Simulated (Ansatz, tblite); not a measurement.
# SiF4: rung by rung

The task here is to estimate one member of a computed series from the others.

Computed with Ansatz 0.2.0, Gaussian basis. Level: as each input shows.

Plan: GFN1-xTB, GFN2-xTB, PBE-D4/def2-TZVP, r2SCAN-D4/def2-TZVP, r2SCANh-D4/def2-TZVP, ωB97X-V/def2-TZVP, B2PLYP/def2-TZVP, LDA/def2-TZVP, HSE06-D4/def2-TZVP, B3LYP-D4/def2-TZVP, HF/def2-TZVP, PBE-D4/def2-SVP, PBE0-D4/def2-SVP, HF/6-31G, B3LYP-D4/6-31G, PBE0-D4/def2-TZVPD, PBE-D4/def2-TZVPD, r2SCAN-D4/def2-TZVPD, CCSD(T)/def2-TZVPP, MP2/def2-TZVP, RPA/def2-TZVP.

## The relaxed structure

The singlet was relaxed beforehand with PBE-D4/def2-SVP.

5 atoms, charge 0, spin multiplicity 1.

Bond lengths: Si1–F2 1.603 Å, Si1–F3 1.603 Å, Si1–F4 1.603 Å, Si1–F5 1.603 Å. Angles: F2–Si1–F3 109.5°, F2–Si1–F4 109.5°, F2–Si1–F5 109.5°, F3–Si1–F4 109.5°, F3–Si1–F5 109.5°, F4–Si1–F5 109.5°.

PBE0-D4/def2-TZVP was run before; its log isn't repeated, and its numbers join the tables.

The first run:

Tight binding, by tblite at 300 K electronic temperature and without a spin-polarisation term:

```python
tblite.interface.Calculator('GFN1-xTB', numbers, positions, charge=0, uhf=0).singlepoint()
```

Tight binding, by tblite at 300 K electronic temperature and without a spin-polarisation term:

```python
tblite.interface.Calculator('GFN2-xTB', numbers, positions, charge=0, uhf=0).singlepoint()
```

start.molden holds the orbitals of an earlier run on this state, given as this run's starting guess.

Contents of in.yaml:

```yaml
crystal:
  periodic: [false, false, false]
  atoms:
    - {symbol: Si, position_ang: [0.000021, -0.000009, 0.000008]}
    - {symbol: F, position_ang: [0.010576, -0.017921, 1.602601]}
    - {symbol: F, position_ang: [1.507535, 0.010469, -0.544076]}
    - {symbol: F, position_ang: [-0.762824, 1.312228, -0.514633]}
    - {symbol: F, position_ang: [-0.755298, -1.304767, -0.543909]}
basis:
  gaussian: {orbitals: def2-TZVP, initial_orbitals: start.molden}
hamiltonian: {xc: pbe, dispersion: d4}
scf: {omitted_lower_state_checks: [starts]}
output: {orbitals: {seedname: orbitals}}
```

Launch:

```bash
$ ansatz run in.yaml --threads 4 --pin off --events-out ev --progress --plain --max-ram 3916MiB
```

Steps of the session up to this table: PBE-D4/def2-TZVP; r2SCAN-D4/def2-TZVP; r2SCANh-D4/def2-TZVP; ωB97X-V/def2-TZVP; B2PLYP/def2-TZVP; LDA/def2-TZVP; HSE06-D4/def2-TZVP; B3LYP-D4/def2-TZVP; HF/def2-TZVP; PBE-D4/def2-SVP; PBE0-D4/def2-SVP; HF/6-31G; B3LYP-D4/6-31G; PBE0-D4/def2-TZVPD; PBE-D4/def2-TZVPD; r2SCAN-D4/def2-TZVPD; CCSD(T)/def2-TZVPP; MP2/def2-TZVP; RPA/def2-TZVP.

One table of the session follows, with a row left open; its other results are not shown here.

| level | HOMO (eV) | gap (eV) |
| --- | --- | --- |
| HF/6-31G | -19.02 | 21.85 |
| HF/def2-TZVP | -18.46 | 22.12 |
| LDA/def2-TZVP | -10.85 | 9.38 |
| PBE-D4/def2-SVP | -10.18 | 9.36 |
| PBE-D4/def2-TZVP | -10.57 | 9.46 |
| PBE-D4/def2-TZVPD | -10.65 | 9.05 |
| r2SCAN-D4/def2-TZVP | -11.13 | 10.62 |
| r2SCAN-D4/def2-TZVPD | -11.18 | 10.22 |
| r2SCANh-D4/def2-TZVP | -11.94 | 11.78 |
| B3LYP-D4/6-31G | -12.45 | 11.09 |
| B3LYP-D4/def2-TZVP | -12.43 | 12.02 |
| PBE0-D4/def2-SVP | -12.53 | 12.72 |
| PBE0-D4/def2-TZVP | -12.76 | 12.73 |
| PBE0-D4/def2-TZVPD | ? | ? |
| HSE06-D4/def2-TZVP | -12.34 | 11.94 |
| ωB97X-V/def2-TZVP | -15.31 | 17.52 |

**Question.** Estimate the row for PBE0-D4/def2-TZVPD.

The run gave: HOMO (eV): -12.81; gap (eV): 12.10. In the column «HOMO (eV)» it lies between ωB97X-V/def2-TZVP (-15.31) and PBE0-D4/def2-TZVP (-12.76).
